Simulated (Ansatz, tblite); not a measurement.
# The cluster Cd₆O₆: rung by rung

How do method and basis change the picture of the cluster Cd₆O₆ (singlet)?

Computed with Ansatz 0.2.0, Gaussian basis. Level: as each input shows.

Levels to be run: GFN1-xTB, GFN2-xTB, PBE-D4/def2-TZVP, r2SCAN-D4/def2-TZVP, HF/def2-TZVP, BLYP-D4/def2-TZVP, PBE-D4/def2-SVP, PBE0-D4/def2-SVP, MP2/def2-SVP.

7 further runs of the same task are left out: 4 that didn't finish, 3 set aside as unsound or not needed. Runs told in other sessions of the task aren't counted.

### 1 The relaxed structure

The singlet was relaxed beforehand with PBE0-D4/def2-SVP. At that level it is the lowest of the isomers that a small search found.

12 atoms, charge 0, spin multiplicity 1.

Bond lengths: Cd1–Cd4 2.769 Å, Cd1–O7 2.191 Å, Cd1–O10 2.164 Å, Cd1–O12 2.344 Å, Cd2–Cd5 2.713 Å, Cd2–O11 2.025 Å, Cd2–O12 2.312 Å, Cd3–Cd6 3.250 Å, Cd3–O9 2.061 Å, Cd3–O10 2.435 Å, Cd3–O11 1.982 Å, Cd4–O9 2.399 Å, Cd5–O7 2.360 Å, O7–O8 1.433 Å, O8–O12 1.411 Å, O9–O10 1.456 Å. Angles: Cd4–Cd1–O7 159.2°, Cd4–Cd1–O10 71.6°, Cd4–Cd1–O12 113.5°, O7–Cd1–O10 128.4°, O7–Cd1–O12 59.8°, O10–Cd1–O12 105.2°, Cd5–Cd2–O11 159.6°, Cd5–Cd2–O12 75.4°, O11–Cd2–O12 109.7°, Cd6–Cd3–O9 91.0°, Cd6–Cd3–O10 98.2°, Cd6–Cd3–O11 90.6°, O9–Cd3–O10 36.6°, O9–Cd3–O11 160.3°, O10–Cd3–O11 123.8°, Cd1–Cd4–O9 71.4°, Cd2–Cd5–O7 90.0°, Cd1–O7–Cd5 121.3° and more.

Cd takes a core potential in the def2 sets. No spin-orbit coupling is included.

PBE0-D4/def2-TZVP was run before; its log isn't repeated, and its numbers join the tables.

### 2 GFN1-xTB

Tight binding, by tblite at 300 K electronic temperature and without a spin-polarisation term:

```python
tblite.interface.Calculator('GFN1-xTB', numbers, positions, charge=0, uhf=0).singlepoint()
```

Energy -898.4270 eV, HOMO -9.31 eV, LUMO -7.94 eV; 0.007 s.

### 3 GFN2-xTB

Tight binding, by tblite at 300 K electronic temperature and without a spin-polarisation term:

```python
tblite.interface.Calculator('GFN2-xTB', numbers, positions, charge=0, uhf=0).singlepoint()
```

Energy -755.5681 eV, HOMO -9.95 eV, LUMO -8.11 eV; 0.008 s.

### 4 PBE-D4/def2-TZVP

start.molden holds the orbitals of an earlier run on this state, given as this run's starting guess.

in.yaml reads:

```yaml
crystal:
  periodic: [false, false, false]
  atoms:
    - {symbol: Cd, position_ang: [-1.169075, -1.202410, -0.307222]}
    - {symbol: Cd, position_ang: [2.139999, 0.710569, -0.606966]}
    - {symbol: Cd, position_ang: [-0.422505, 2.344056, 0.170074]}
    - {symbol: Cd, position_ang: [-3.204058, -0.214183, 1.289112]}
    - {symbol: Cd, position_ang: [2.364592, -1.561071, -2.072601]}
    - {symbol: Cd, position_ang: [0.054004, 0.575959, 2.855592]}
    - {symbol: O, position_ang: [0.499150, -2.469118, -0.948657]}
    - {symbol: O, position_ang: [1.320402, -2.184778, 0.190814]}
    - {symbol: O, position_ang: [-2.326700, 1.583585, -0.034447]}
    - {symbol: O, position_ang: [-1.759992, 0.733191, -1.072211]}
    - {symbol: O, position_ang: [1.534041, 2.563609, -0.059574]}
    - {symbol: O, position_ang: [0.970142, -0.879390, 0.596097]}
basis:
  gaussian: {orbitals: def2-TZVP, initial_orbitals: start.molden}
hamiltonian: {xc: pbe, dispersion: d4}
scf: {omitted_lower_state_checks: [starts]}
output: {forces: true, orbitals: {seedname: orbitals}}
```

Started as:

```bash
ansatz run in.yaml --threads 4 --pin off --events-out ev --progress --plain --max-ram 6963MiB
```

Further steps of the session: r2SCAN-D4/def2-TZVP; HF/def2-TZVP; BLYP-D4/def2-TZVP; PBE-D4/def2-SVP; PBE0-D4/def2-SVP; MP2/def2-SVP.

Q: Predict the results of all the runs planned. Wanted: gap in def2-TZVP, named functionals and Hartree-Fock, smallest and largest; correlation energy, MP2/def2-SVP; binding an atom, functionals in def2-TZVP; PBE0 total energy, smallest basis above largest.

**Answer**, as computed:

| quantity | value |
| --- | --- |
| gap in def2-TZVP, named functionals and Hartree-Fock, smallest and largest | 1.19 eV (BLYP-D4), 6.72 eV (HF) |
| correlation energy, MP2/def2-SVP | -92.72 eV |
| binding an atom, functionals in def2-TZVP | 1.57 (PBE0-D4) to 1.83 eV (PBE-D4) |
| PBE0 total energy, smallest basis above largest | 21.24 eV (def2-SVP, def2-TZVP) |

**Reading.** Over the named functionals and Hartree-Fock in def2-TZVP the gap runs from 1.19 eV (BLYP-D4) to 6.72 eV (HF); exact exchange widens it.
